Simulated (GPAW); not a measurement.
# NaFeO3 (Pm-3m) in GPAW: further runs

The runs below take NaFeO3 through band structure, equation of state, with PBEsol, LDA.

All numbers are computed with GPAW 26.7.0; they aren't measurements. Logs are shortened: lines on timing, memory, paths and dates and some standing lists are left out, and cuts for length are marked. The log counts tension as positive stress, the text compression.

## 1. Starting point

It takes space group Pm-3m (No. 221, cubic). Conventional cell: a = 3.830 Å, b = 3.830 Å, c = 3.830 Å, α = 90.00°, β = 90.00°, γ = 90.00°. Around Fe (site symmetry m-3m) lie 6 O at 1.92 Å. Around Na (site symmetry m-3m) lie 12 O at 2.71 Å. O (site symmetry 4/mmm) has 2 Fe at 1.92 Å as nearest neighbours.

The cell comes from a database or a generator and needn't be the stable form of this composition.

## 2. Band structure, PBEsol, collinear spin, ferromagnetic start

Input file run.py:

```python
from ase import Atoms
from ase.dft.bandgap import bandgap
from ase.io import write
from ase.units import GPa
from gpaw import GPAW, PW, setup_paths

setup_paths.insert(0, '.')

atoms = Atoms(['Fe', 'Na', 'O', 'O', 'O'],
              cell=[[3.830481, 0.0, 0.0],
                    [0.0, 3.830481, 0.0],
                    [0.0, 0.0, 3.830481]],
              scaled_positions=[[0.5, 0.5, 0.5],
                                [0.0, 0.0, 0.0],
                                [0.0, 0.5, 0.5],
                                [0.5, 0.0, 0.5],
                                [0.5, 0.5, 0.0]],
              pbc=True)
atoms.set_initial_magnetic_moments([3.0, 0.0, 0.0, 0.0, 0.0])

calc = GPAW(mode=PW(800),
            xc='PBEsol',
            kpts={'size': (6, 6, 6), 'gamma': True},
            occupations={'name': 'fermi-dirac', 'width': 0.05},
            nbands=32,
            convergence={'density': 1e-05, 'energy': 1e-05},
            maxiter=150,
            txt='gpaw.txt')
atoms.calc = calc
energy = atoms.get_potential_energy()
forces = atoms.get_forces()
stress = atoms.get_stress()
calc.write('gs.gpw')
write('result.traj', atoms)
print(f'Energy: {energy:.6f} eV')
print('Forces (eV/A):')
print(forces.round(4))
print('Stress (GPa):', (stress / GPa).round(3))
print('Moments:', calc.get_magnetic_moments().round(3))
print('Fermi level:', round(calc.get_fermi_level(), 4), 'eV')
print(f'Gap: {bandgap(calc)[0]:.4f} eV, direct: {bandgap(calc, direct=True)[0]:.4f} eV')

path = atoms.cell.bandpath('GXMGRX,MR', npoints=60, eps=1e-4)
bs_calc = calc.fixed_density(kpts=path, symmetry='off', nbands=47,
                             convergence={'bands': 'CBM+6.0', 'eigenstates': 1e-6}, txt='bands.txt')
bs = bs_calc.band_structure()
bs.write('bs.json')
print(f'Gap on the path: {bandgap(bs_calc)[0]:.4f} eV')
```

Potentials or basis: PAW data sets generated in the run's folder for this functional, pw.

On the command line:

```console
$ gpaw-setup -f PBEsol Fe Na O
$ OMP_NUM_THREADS=1 python run.py
```

gpaw.txt:

```text
__  _  _
 | _ |_)|_||  |
 |__||  | ||/\| - 26.7.0

Input parameters:
  mode=PW(ecut=800.0),
  convergence={'density': 1e-05, 'energy': 1e-05},
  kpts=MonkhorstPack(size=(6, 6, 6), gamma=True),
  maxiter=150,
  nbands=32,
  occupations=Occupations(name='fermi-dirac', width=0.05),
  xc=XC(name='PBEsol')

Diagonalizing LCAO Hamiltonian
Converting LCAO to pw mode
   .--------.
  /|        |
 * |        |
 |O|   Fe   |
 | |  O     |
 | .--------.
 |/    O   /
 Na-------*

Atoms  # Å, Bohr magnetons
|   | symbol |        x |        y |        z |    initial magnetic moments |
|---|--------|----------|----------|----------|-----------------------------|
| 0 |     Fe | 1.915240 | 1.915240 | 1.915240 | ( 0.0000,  0.0000,  3.0000) |
| 1 |     Na | 0.000000 | 0.000000 | 0.000000 | ( 0.0000,  0.0000,  0.0000) |
| 2 |      O | 0.000000 | 1.915240 | 1.915240 | ( 0.0000,  0.0000,  0.0000) |
| 3 |      O | 1.915240 | 0.000000 | 1.915240 | ( 0.0000,  0.0000,  0.0000) |
| 4 |      O | 1.915240 | 1.915240 | 0.000000 | ( 0.0000,  0.0000,  0.0000) |

Unit cell  # Å
| periodic |        x |        y |        z |  lengths |    angles |
|----------|----------|----------|----------|----------|-----------|
|      yes | 3.830481 | 0.000000 | 0.000000 | 3.830481 | 90.000000 |
|      yes | 0.000000 | 3.830481 | 0.000000 | 3.830481 | 90.000000 |
|      yes | 0.000000 | 0.000000 | 3.830481 | 3.830481 | 90.000000 |

Number of symmetries: 48
Symmetry operations  # r_c * U_cc + t_c -> r_c
|    | kind |            matrix            |
|----|------|------------------------------|
|  0 |  E   |  1, 0, 0,  0, 1, 0,  0, 0, 1 |
|  1 |  σ   |  1, 0, 0,  0, 1, 0,  0, 0,-1 |
|  2 |  σ   |  1, 0, 0,  0, 0, 1,  0, 1, 0 |
|  3 |  C4  |  1, 0, 0,  0, 0, 1,  0,-1, 0 |
|  4 |  C4  |  1, 0, 0,  0, 0,-1,  0, 1, 0 |
|  5 |  σ   |  1, 0, 0,  0, 0,-1,  0,-1, 0 |
|  6 |  σ   |  1, 0, 0,  0,-1, 0,  0, 0, 1 |
|  7 |  C2  |  1, 0, 0,  0,-1, 0,  0, 0,-1 |
|  8 |  σ   |  0, 1, 0,  1, 0, 0,  0, 0, 1 |
|  9 |  C2  |  0, 1, 0,  1, 0, 0,  0, 0,-1 |
| 10 |  C3  |  0, 1, 0,  0, 0, 1,  1, 0, 0 |
| 11 |  S6  |  0, 1, 0,  0, 0, 1, -1, 0, 0 |
| 12 |  S6  |  0, 1, 0,  0, 0,-1,  1, 0, 0 |
| 13 |  C3  |  0, 1, 0,  0, 0,-1, -1, 0, 0 |
| 14 |  C4  |  0, 1, 0, -1, 0, 0,  0, 0, 1 |
| 15 |  S4  |  0, 1, 0, -1, 0, 0,  0, 0,-1 |
| 16 |  C3  |  0, 0, 1,  1, 0, 0,  0, 1, 0 |
| 17 |  S6  |  0, 0, 1,  1, 0, 0,  0,-1, 0 |
| 18 |  σ   |  0, 0, 1,  0, 1, 0,  1, 0, 0 |
| 19 |  C4  |  0, 0, 1,  0, 1, 0, -1, 0, 0 |
| 20 |  C2  |  0, 0, 1,  0,-1, 0,  1, 0, 0 |
| 21 |  S4  |  0, 0, 1,  0,-1, 0, -1, 0, 0 |
| 22 |  S6  |  0, 0, 1, -1, 0, 0,  0, 1, 0 |
| 23 |  C3  |  0, 0, 1, -1, 0, 0,  0,-1, 0 |
| 24 |  S6  |  0, 0,-1,  1, 0, 0,  0, 1, 0 |
| 25 |  C3  |  0, 0,-1,  1, 0, 0,  0,-1, 0 |
| 26 |  C4  |  0, 0,-1,  0, 1, 0,  1, 0, 0 |
| 27 |  σ   |  0, 0,-1,  0, 1, 0, -1, 0, 0 |
| 28 |  S4  |  0, 0,-1,  0,-1, 0,  1, 0, 0 |
| 29 |  C2  |  0, 0,-1,  0,-1, 0, -1, 0, 0 |
| 30 |  C3  |  0, 0,-1, -1, 0, 0,  0, 1, 0 |
| 31 |  S6  |  0, 0,-1, -1, 0, 0,  0,-1, 0 |
| 32 |  C4  |  0,-1, 0,  1, 0, 0,  0, 0, 1 |
| 33 |  S4  |  0,-1, 0,  1, 0, 0,  0, 0,-1 |
| 34 |  S6  |  0,-1, 0,  0, 0, 1,  1, 0, 0 |
| 35 |  C3  |  0,-1, 0,  0, 0, 1, -1, 0, 0 |
| 36 |  C3  |  0,-1, 0,  0, 0,-1,  1, 0, 0 |
| 37 |  S6  |  0,-1, 0,  0, 0,-1, -1, 0, 0 |
| 38 |  σ   |  0,-1, 0, -1, 0, 0,  0, 0, 1 |
| 39 |  C2  |  0,-1, 0, -1, 0, 0,  0, 0,-1 |
| 40 |  σ   | -1, 0, 0,  0, 1, 0,  0, 0, 1 |
| 41 |  C2  | -1, 0, 0,  0, 1, 0,  0, 0,-1 |
| 42 |  C2  | -1, 0, 0,  0, 0, 1,  0, 1, 0 |
| 43 |  S4  | -1, 0, 0,  0, 0, 1,  0,-1, 0 |
| 44 |  S4  | -1, 0, 0,  0, 0,-1,  0, 1, 0 |
| 45 |  C2  | -1, 0, 0,  0, 0,-1,  0,-1, 0 |
| 46 |  C2  | -1, 0, 0,  0,-1, 0,  0, 0, 1 |
| 47 |  i   | -1, 0, 0,  0,-1, 0,  0, 0,-1 |

BZ-sampling:
  Number of BZ points: 216
  Number of IBZ points: 20

  Monkhorst-Pack size: [6, 6, 6]
  Monkhorst-Pack shift: [0.08333333333333333, 0.08333333333333333, 0.08333333333333333]

K-points  # in reciprocal-cell coordinates
|     |                                coordinates |     weight |
[... 58 lines left out ...]
    compensation charges:
      type: gauss
      rc: 0.21  # [Å]
      lmax: 2
    cutoffs:
      filter: 1.17  # [Å]
      core: 0.83  # [Å]
    projectors
    | kind |    occ | energy [eV] | rcut [Å] |
    |------|--------|-------------|----------|
    |   2s |  2.000 |     -23.808 |    0.688 |
    |   2p |  4.000 |      -8.972 |    0.598 |
    |    s |        |       3.404 |    0.688 |
    |    p |        |      18.239 |    0.598 |
    |    d |        |       0.000 |    0.619 |

    Using partial waves for O as LCAO basis

Reference energy: -45097.032930  # eV

eigensolver:
  PPCG
  Converge bands: occupied
  niter=2

density mixing:
  MSR1-Mixer
  Pratt-step length: 0.05
  Maximum mixing coefficient: 0.75
  Old densities: 10
  SVD Regularization: 0.005
  Good broyden scale: 1.0
  Trust region scale: 1.0
  Backstep threshold: 4.0
  History deletion threshold: 6.0
  Fourier metric: weight=20.0, sigma=0.015

occupation numbers:
  Fermi-Dirac:
    width: 0.0500  # eV

poisson solver:
  ecut: 6400.0  # eV

xc functional:
  name: PBEsol with 2 nearest neighbor stencil

convergence criteria:
- Maximum integral of absolute [dens]ity change: 1e-05 electrons / valence electron
- Maximum [total energy] change in last 3 cyles: 1e-05 eV / valence electron
- Maximum integral of absolute [eigenst]ate change: 4e-08 eV^2 / valence electron
maximum number of iterations: 150

SCF iterations
|iter     | |      energy | eigst |  dens |  magmom |
|---------|-|-------------|-------|-------|---------|
|iter:   1| |  -37.966594 | -0.14 |       |  +3.0052|
|iter:   2| |  -34.636383 | -1.84 | -0.75 |  +3.0049|
|iter:   3| |  -34.457528 | -1.19 | -0.85 |  +3.0037|
|iter:   4| |  -32.816224 | -1.90 | -0.78 |  +2.9672|
|iter:   5| |  -32.868307 | -2.88 | -1.24 |  +3.0934|
|iter:   6| |  -32.983736 | -2.91 | -1.36 |  +3.4724|
|iter:   7| |  -33.021124 | -3.41 | -1.69 |  +3.7154|
|iter:   8| |  -33.036493 | -3.77 | -2.05 |  +3.9236|
|iter:   9| |  -33.036926 | -4.36 | -2.06 |  +3.9769|
|iter:  10| |  -33.036394 | -5.14 | -2.33 |  +3.9669|
|iter:  11| |  -33.036602 | -5.63 | -2.62 |  +3.9344|
|iter:  12| |  -33.036675c| -5.38 | -2.70 |  +3.9305|
|iter:  13| |  -33.036719c| -6.54 | -3.30 |  +3.9270|
|iter:  14| |  -33.036732c| -7.49c| -3.86 |  +3.9265|
|iter:  15| |  -33.036732c| -8.10c| -4.76 |  +3.9268|
|iter:  16| |  -33.036732c| -8.83c| -5.51c|  +3.9268|

Converged in 16 steps
Energy contributions relative to reference atoms: (reference = -45097.032930)

Energy contributions:
  Kinetic:           6.521725
  Coulomb:         -11.490948
  Zero:              0.846982
  External:          0.000000
  Xc:              -28.906941
  Entropy:          -0.015101
  Spinorbit:         0.000000
  ----------------------------
  Free energy:     -33.044283
  Extrapolated:    -33.036732

dipole moment: (-14.347774, -14.347774, -14.347774)  # |e|*Ang

Total magnetic moment: (0.000000, 0.000000, 3.926793)

Local magnetic moments
|        x |        y |        z |
|----------|----------|----------|
| 0.000000 | 0.000000 | 2.587835 |  # Fe   0
| 0.000000 | 0.000000 | 0.001741 |  # Na   1
| 0.000000 | 0.000000 | 0.266391 |  # O    2
| 0.000000 | 0.000000 | 0.266391 |  # O    3
| 0.000000 | 0.000000 | 0.266391 |  # O    4

Fermi level: 2.813
Eigenvalues  # (at kpt = [0.000, 0.000, 0.000])
| band index |      eig [eV] | occ [0-1] |      eig [eV] | occ [0-1] |
|------------|---------------|-----------|---------------|-----------|
|          0 |       -18.539 |     1.000 |       -18.538 |     1.000 |
|        ... |               |           |               |           |
|         11 |        -0.399 |     1.000 |         2.137 |     1.000 |
|         12 |         0.998 |     1.000 |         2.300 |     1.000 |
|         13 |         0.998 |     1.000 |         2.300 |     1.000 |
|         14 |         1.246 |     1.000 |         2.300 |     1.000 |
|         15 |         1.246 |     1.000 |         2.436 |     0.999 |
|         16 |         1.246 |     1.000 |         2.436 |     0.999 |
[... 8 lines left out ...]
|         25 |        17.934 |     0.000 |        18.273 |     0.000 |
|         26 |        17.934 |     0.000 |        18.273 |     0.000 |
|        ... |               |           |               |           |
|         31 |        24.935 |     0.000 |        25.526 |     0.000 |

No gap
No difference between direct/indirect transitions

Forces  # eV/Ang
|        x |        y |        z |
|----------|----------|----------|
| -0.00000 |  0.00000 | -0.00000 |  # Fe   0
|  0.00000 | -0.00000 |  0.00000 |  # Na   1
|  0.00000 |  0.00000 |  0.00000 |  # O    2
|  0.00000 |  0.00000 |  0.00000 |  # O    3
|  0.00000 |  0.00000 |  0.00000 |  # O    4

Stress tensor  # eV/Ang^3
|         x |         y |        z |
|-----------|-----------|----------|
|  0.082581 | -0.000000 | 0.000000 |
| -0.000000 |  0.082581 | 0.000000 |
|  0.000000 |  0.000000 | 0.082581 |

# Writing to gs.gpw (mode='')
```

Wall time 3.7 min (1 thread of Arm Neoverse V1, shared host); peak memory 0.6 GiB.

What came out:

- Free energy: -33.0443 eV
- Pressure: -13.2 GPa
- Band gap along the path: none (metal or under the smearing width)
- Net moment: 3.93 μB per cell
- Site moments: Fe +2.59; Na +0.00; O +0.27 μB

Levels at the corners of the path, in eV from the Fermi level:
Spin up:
| point | band 17 | band 18 | band 19 | band 20 | band 21 |
| --- | --- | --- | --- | --- | --- |
| Γ | -1.57 | -1.16 | -1.16 | -1.16 | 5.54 |
| X | -1.31 | -0.67 | -0.67 | 0.86 | 8.55 |
| M | -0.67 | -0.61 | -0.56 | 2.97 | 9.85 |
| Γ | -1.57 | -1.16 | -1.16 | -1.16 | 5.54 |
| R | -0.54 | -0.54 | 2.98 | 2.98 | 8.44 |
| X | -1.31 | -0.67 | -0.67 | 0.86 | 8.55 |
| M | -0.67 | -0.61 | -0.56 | 2.97 | 9.85 |
| R | -0.54 | -0.54 | 2.98 | 2.98 | 8.44 |
Spin down:
```
point  band 11  band 12  band 13  band 14  band 15  band 16  band 17  band 18  band 19  band 20
    Γ    -0.68    -0.68    -0.51    -0.51    -0.51    -0.38    -0.38    -0.38     0.58     0.58
    X    -2.59    -2.34    -1.09    -0.57    -0.57    -0.36     0.58     1.43     1.43     2.69
    M    -2.57    -2.57    -1.61    -1.61     0.41     1.44     1.44     1.49     1.49     4.56
    Γ    -0.68    -0.68    -0.51    -0.51    -0.51    -0.38    -0.38    -0.38     0.58     0.58
    R    -4.26    -4.26     0.43     0.43     0.43     1.54     1.54     1.54     4.57     4.57
    X    -2.59    -2.34    -1.09    -0.57    -0.57    -0.36     0.58     1.43     1.43     2.69
    M    -2.57    -2.57    -1.61    -1.61     0.41     1.44     1.44     1.49     1.49     4.56
    R    -4.26    -4.26     0.43     0.43     0.43     1.54     1.54     1.54     4.57     4.57
```

Caveat: a cell with one magnetic atom can't hold antiferromagnetic order, which such compounds often take; semilocal functionals often make such compounds metallic where correlation or magnetic order opens a gap, which also shifts bond lengths.

## 3. Band structure, LDA, collinear spin, ferromagnetic start

Edit run.py of step 2 so:

```diff
@@ -4,5 +4,3 @@
 from ase.units import GPa
-from gpaw import GPAW, PW, setup_paths
-
-setup_paths.insert(0, '.')
+from gpaw import GPAW, PW
 
@@ -21,3 +19,3 @@
 calc = GPAW(mode=PW(800),
-            xc='PBEsol',
+            xc='LDA',
             kpts={'size': (6, 6, 6), 'gamma': True},
```

Potentials or basis: the program's PAW data sets (release 1.2.1) made for this functional, pw.

On the command line:

```console
$ OMP_NUM_THREADS=1 python run.py
```

Wall time 3.5 min (1 thread of Arm Neoverse V1, shared host); peak memory 0.6 GiB.

It converged, with:

* Free energy: -34.9696 eV
* Pressure: -19.4 GPa
* Band gap along the path: none (metal or under the smearing width)
* Net moment: 3.92 μB per cell
* Site moments: Fe +2.52; Na +0.00; O +0.28 μB

Levels at the corners of the path, in eV from the Fermi level:
Spin up:
```tsv
point	band 15	band 16	band 17	band 18	band 19	band 20	band 21
Γ	-1.52	-1.52	-1.52	-1.16	-1.16	-1.16	5.41
X	-1.73	-1.29	-1.29	-0.56	-0.56	0.90	6.41
M	-0.92	-0.56	-0.56	-0.55	-0.51	2.96	6.41
Γ	-1.52	-1.52	-1.52	-1.16	-1.16	-1.16	5.41
R	-0.84	-0.49	-0.49	-0.49	2.96	2.96	6.41
X	-1.73	-1.29	-1.29	-0.56	-0.56	0.90	6.41
M	-0.92	-0.56	-0.56	-0.55	-0.51	2.96	6.41
R	-0.84	-0.49	-0.49	-0.49	2.96	2.96	6.41
```
Spin down:
| point | band 12 | band 13 | band 14 | band 15 | band 16 | band 17 | band 18 | band 19 |
| --- | --- | --- | --- | --- | --- | --- | --- | --- |
| Γ | -0.67 | -0.49 | -0.49 | -0.49 | -0.47 | -0.47 | -0.47 | 0.57 |
| X | -2.35 | -1.09 | -0.55 | -0.55 | -0.45 | 0.58 | 1.37 | 1.37 |
| M | -2.60 | -1.61 | -1.61 | 0.40 | 1.37 | 1.37 | 1.40 | 1.49 |
| Γ | -0.67 | -0.49 | -0.49 | -0.49 | -0.47 | -0.47 | -0.47 | 0.57 |
| R | -4.29 | 0.42 | 0.42 | 0.42 | 1.46 | 1.46 | 1.46 | 4.58 |
| X | -2.35 | -1.09 | -0.55 | -0.55 | -0.45 | 0.58 | 1.37 | 1.37 |
| M | -2.60 | -1.61 | -1.61 | 0.40 | 1.37 | 1.37 | 1.40 | 1.49 |
| R | -4.29 | 0.42 | 0.42 | 0.42 | 1.46 | 1.46 | 1.46 | 4.58 |

Caveat: a cell with one magnetic atom can't hold antiferromagnetic order, which such compounds often take; semilocal functionals often make such compounds metallic where correlation or magnetic order opens a gap, which also shifts bond lengths.

## 4. Equation of state, LDA, collinear spin, ferromagnetic start

Input file run.py:

```python
from ase import Atoms
from ase.eos import EquationOfState
from ase.io import Trajectory
from ase.units import GPa
from gpaw import GPAW, PW

atoms = Atoms(['Fe', 'Na', 'O', 'O', 'O'],
              cell=[[3.830481, 0.0, 0.0],
                    [0.0, 3.830481, 0.0],
                    [0.0, 0.0, 3.830481]],
              scaled_positions=[[0.5, 0.5, 0.5],
                                [0.0, 0.0, 0.0],
                                [0.0, 0.5, 0.5],
                                [0.5, 0.0, 0.5],
                                [0.5, 0.5, 0.0]],
              pbc=True)
atoms.set_initial_magnetic_moments([3.0, 0.0, 0.0, 0.0, 0.0])

traj = Trajectory('eos.traj', 'w')
volumes, energies = [], []
for x in [0.94, 0.96, 0.98, 1.0, 1.02, 1.04, 1.06]:
    a = atoms.copy()
    a.set_cell(atoms.cell * x**(1 / 3), scale_atoms=True)
    calc = GPAW(mode=PW(800),
                xc='LDA',
                kpts={'size': (6, 6, 6), 'gamma': True},
                occupations={'name': 'fermi-dirac', 'width': 0.05},
                nbands=32,
                convergence={'density': 1e-05, 'energy': 1e-05},
                maxiter=150,
                txt=f'eos-{x:.2f}.txt')
    a.calc = calc
    energies.append(a.get_potential_energy(force_consistent=True))
    volumes.append(a.get_volume())
    p = -a.get_stress()[:3].mean() / GPa
    calc.write(f'eos-{x:.2f}.gpw')
    traj.write(a)
    print(f'{x:.2f} {volumes[-1]:10.4f} A^3 {energies[-1]:14.6f} eV {p:9.3f} GPa', flush=True)

v0, e0, B = EquationOfState(volumes, energies, eos='birchmurnaghan').fit()
print(f'V0 = {v0:.4f} A^3, E0 = {e0:.6f} eV, B0 = {B / GPa:.2f} GPa')
```

On the command line:

```console
$ OMP_NUM_THREADS=1 python run.py
```

Wall time 12 min (1 thread of Arm Neoverse V1, shared host); peak memory 0.43 GiB.

Results (log left out):

```yaml
Equilibrium_volume: "9.85 Å³/atom (rough: see the caveat)"
Bulk_modulus: 216 GPa (rough)
```

Energy against volume, from the lowest point:
| volume (Å³/atom) | energy (meV/atom) |
| --- | --- |
| 10.566 | 0.00 |
| 10.791 | 19.18 |
| 11.016 | 41.78 |
| 11.241 | 67.35 |
| 11.465 | 95.34 |
| 11.690 | 125.40 |
| 11.915 | 157.04 |

Caveat: the minimum lies outside the volumes run.

## 5. For comparison

An earlier run on the cell as given: functional PBEsol; potentials or basis PAW data sets generated in the run's folder for this functional; cutoff 800 eV; basis pw; k mesh 7 × 7 × 7; occupations fermi-dirac, width 0.05 eV; collinear spin, ferromagnetic start; starting moments [3.0, 0.0, 0.0, 0.0, 0.0] μB.

- Pressure: -12.7 GPa
- Band gap on the k mesh: none (metal or under the smearing width)
- Net moment: 4.03 μB per cell
- Site moments: Fe +2.63; Na +0.00; O +0.28 μB

## 6. The runs side by side

| task | level | potentials or basis | k mesh | band path | band points | pressure (GPa) | moment (μB) |
| --- | --- | --- | --- | --- | --- | --- | --- |
| band structure | PBEsol | PAW data sets generated in the run's folder for this functional, pw | 6 × 6 × 6 | GXMGRX,MR | 60 | -13.2 | 3.93 |
| band structure | LDA | the program's PAW data sets (release 1.2.1) made for this functional, pw | 6 × 6 × 6 | GXMGRX,MR | 60 | -19.4 | 3.92 |
| equation of state | LDA | the program's PAW data sets (release 1.2.1) made for this functional, pw | 6 × 6 × 6 | - | - | - | - |
| single point | PBEsol | PAW data sets generated in the run's folder for this functional, pw | 7 × 7 × 7 | - | - | -12.7 | 4.03 |

Alike in all rows: spin collinear, ferromagnetic start; cell as given; cutoff (eV) 800; smearing fermi-dirac 0.05 eV.

Caveats: a cell with one magnetic atom can't hold antiferromagnetic order, which such compounds often take (some runs); semilocal functionals often make such compounds metallic where correlation or magnetic order opens a gap, which also shifts bond lengths (some runs); the minimum lies outside the volumes run (some runs).

Total energies depend on the potentials used, so only differences within one code and one set of settings carry meaning.
